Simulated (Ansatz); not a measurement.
# C3H11BSi2: the cost of one run

Program: Ansatz 0.2.0. Level of theory: RKS PBE/6-31G*. These are calculated values, not measurements.

## 1. The starting structure

Bond lengths (14 of 17 bonds, heavy atoms first): B1–C2 1.605 Å, C2–C3 1.502 Å, C2–Si4 1.882 Å, C2–C5 1.486 Å, Si4–C5 1.882 Å, C5–Si6 1.892 Å, B1–H7 1.157 Å, B1–H8 1.182 Å, C3–H9 1.151 Å, C3–H10 1.086 Å, C3–H11 1.127 Å, Si4–H12 1.421 Å, Si4–H13 1.585 Å, C5–H14 1.119 Å. Angles (14 of 33 angles, heavy atoms first): B1–C2–C3 113.9°, B1–C2–Si4 117.0°, B1–C2–C5 122.9°, C3–C2–Si4 110.9°, C3–C2–C5 116.2°, Si4–C2–C5 66.7°, C2–Si4–C5 46.5°, C2–C5–Si4 66.8°, C2–C5–Si6 121.3°, Si4–C5–Si6 113.8°, C2–B1–H7 119.8°, C2–B1–H8 117.2°, C2–C3–H9 109.9°, C2–C3–H10 112.7°.

As a file:

```xyz
17

B    -0.3462   -1.6801   -0.6073
C     0.4771   -0.3387   -0.2936
C     1.9660   -0.4963   -0.4088
Si   -0.0996    1.2370   -1.1462
C    -0.0024    0.7004    0.6546
Si   -1.6884    0.5548    1.5002
H    -0.7798   -2.3047    0.2645
H    -0.4734   -1.9838   -1.7427
H     2.3495   -1.2093    0.4100
H     2.2732   -0.8757   -1.3794
H     2.5224    0.4633   -0.2076
H     0.9368    2.0646   -1.6567
H    -1.5398    1.0328   -1.7756
H     0.7540    1.2885    1.2321
H    -2.1425    1.8499    1.9492
H    -2.6712    0.0193    0.5831
H    -1.5547   -0.3225    2.6645
```

## 2. End point A

The input, input.yaml:

```yaml
crystal:
  periodic: [false, false, false]
  atoms:
    - { symbol: B, position_ang: [-0.3462, -1.6801, -0.6073] }
    - { symbol: C, position_ang: [0.4771, -0.3387, -0.2936] }
    - { symbol: C, position_ang: [1.966, -0.4963, -0.4088] }
    - { symbol: Si, position_ang: [-0.0996, 1.237, -1.1462] }
    - { symbol: C, position_ang: [-0.0024, 0.7004, 0.6546] }
    - { symbol: Si, position_ang: [-1.6884, 0.5548, 1.5002] }
    - { symbol: H, position_ang: [-0.7798, -2.3047, 0.2645] }
    - { symbol: H, position_ang: [-0.4734, -1.9838, -1.7427] }
    - { symbol: H, position_ang: [2.3495, -1.2093, 0.41] }
    - { symbol: H, position_ang: [2.2732, -0.8757, -1.3794] }
    - { symbol: H, position_ang: [2.5224, 0.4633, -0.2076] }
    - { symbol: H, position_ang: [0.9368, 2.0646, -1.6567] }
    - { symbol: H, position_ang: [-1.5398, 1.0328, -1.7756] }
    - { symbol: H, position_ang: [0.754, 1.2885, 1.2321] }
    - { symbol: H, position_ang: [-2.1425, 1.8499, 1.9492] }
    - { symbol: H, position_ang: [-2.6712, 0.0193, 0.5831] }
    - { symbol: H, position_ang: [-1.5547, -0.3225, 2.6645] }
basis:
  gaussian: { orbitals: "6-31G*" }
hamiltonian:
  xc: pbe
relax:
  f_tol: 0.015
  max_steps: 40
```

On the command line:

```bash
$ ansatz run input.yaml --threads 2 --pin off --max-ram 3072MiB --backend cpu --events-out ev --progress --plain --runs-dir out
```

What time and memory should one allow on 2 threads of Intel Xeon 6975P-C (Granite Rapids), shared host?

About 33 s, with a peak of 0.19 GiB.
